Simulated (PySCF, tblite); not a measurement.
**C5H8O3: geometry, infrared bands and NMR shifts**

Aim: predict the infrared bands and NMR shifts of C5H8O3 (`O=C[C@@H]1CO[C@@H]1CO`).

Programs: tblite 0.8.0 and PySCF 2.14.0, with density-fitted response routines of our own. Each step states its level of theory. These are calculated values for one molecule in the gas phase, unless marked as measured. Atoms count from 0, in the outputs and in this text.

### Step 1. The starting structure

16 atoms, charge 0, multiplicity 1; geometry from: force field or distance geometry start.

Bonds of the start (Å): O0–C1 1.23, C1–C2 1.53, C2–C3 1.52, C3–O4 1.44, O4–C5 1.45, C5–C6 1.53, C6–O7 1.43, C5–C2 1.53, C1–H8 1.11, C2–H9 1.11, C3–H10 1.11, C3–H11 1.09, C5–H12 1.09, C6–H13 1.09, C6–H14 1.09, O7–H15 0.98.

### Step 2. Geometry optimisation with GFN2-xTB

What the job is given:

```
{"job": {"kind": "relax", "xc": "GFN2-xTB", "basis": "xTB"}, "charge": 0, "multiplicity": 1}
O     -2.683600    -0.247900     1.321700
C     -1.594900     0.162200     0.932500
C     -0.974500    -0.134400    -0.430800
C     -0.505700    -1.552200    -0.698300
O      0.810900    -1.110400    -1.074100
C      0.457800     0.268600    -0.777500
C      1.394600     0.832200     0.289200
O      1.459700    -0.058400     1.406400
H     -0.986500     0.785100     1.619800
H     -1.681900     0.204100    -1.213400
H     -0.456000    -2.215200     0.184600
H     -1.015800    -2.085200    -1.504600
H      0.514800     0.884700    -1.673200
H      1.046100     1.801600     0.644900
H      2.404300     0.967000    -0.097900
H      1.803100    -0.902300     1.059200
```

Launch:

```console
$ OMP_NUM_THREADS=1 python probes_run.py task.json out
```

The driver reads the jobs from task.json and runs them one after another.

**Question.** This job is followed by: GFN2-xTB harmonic vibrations, gas phase; GIAO PBE0/pcSseg-1 NMR shielding, non-relativistic, gas phase. Predict these results of the whole session: strongest single infrared mode (GFN2-xTB); zero-point energy (GFN2-xTB); 13C shifts against TMS (PBE0/pcSseg-1); 1H shifts against TMS (PBE0/pcSseg-1); 17O shifts against H2O (PBE0/pcSseg-1).

**Answer**, as computed:

```
                                 quantity                                                value
strongest single infrared mode (GFN2-xTB)                                1778 cm⁻¹, 282 km/mol
             zero-point energy (GFN2-xTB)                                        78.6 kcal/mol
   13C shifts against TMS (PBE0/pcSseg-1)                    206.4, 92.3, 71.8, 64.9, 46.8 ppm
    1H shifts against TMS (PBE0/pcSseg-1)  10.41, 5.16, 5.09, 4.94, 3.92, 3.64, 3.18, 2.18 ppm
   17O shifts against H2O (PBE0/pcSseg-1)                                675.3, 33.6, 21.9 ppm
```

What this shows: The optimisation took 174 steps and gained 0.212 eV; among the close pairs (by a distance rule), O0–C1 changed most, from 1.227 to 1.198 Å. No mode is imaginary among the 42: a minimum at this level. The strongest single mode, at 1778 cm⁻¹, moves mainly C1 and O0. GFN2-xTB is a fitted tight-binding method: band positions and strengths are rough. Its intensities can rank the bands wrongly. The most deshielded carbon is C1 (aldehyde carbonyl carbon), at 206.4 ppm: the double bond to the heteroatom, with no lone-pair donor beside it, deshields it most. The most deshielded hydrogen is H8 (hydrogen on an aldehyde carbonyl carbon), at 10.41 ppm: the C=O anisotropy and electron withdrawal place aldehyde protons far downfield. At PBE0/pcSseg-1: The widest tensor belongs to O0: span 1298 ppm, with a paramagnetic part of -738 ppm.
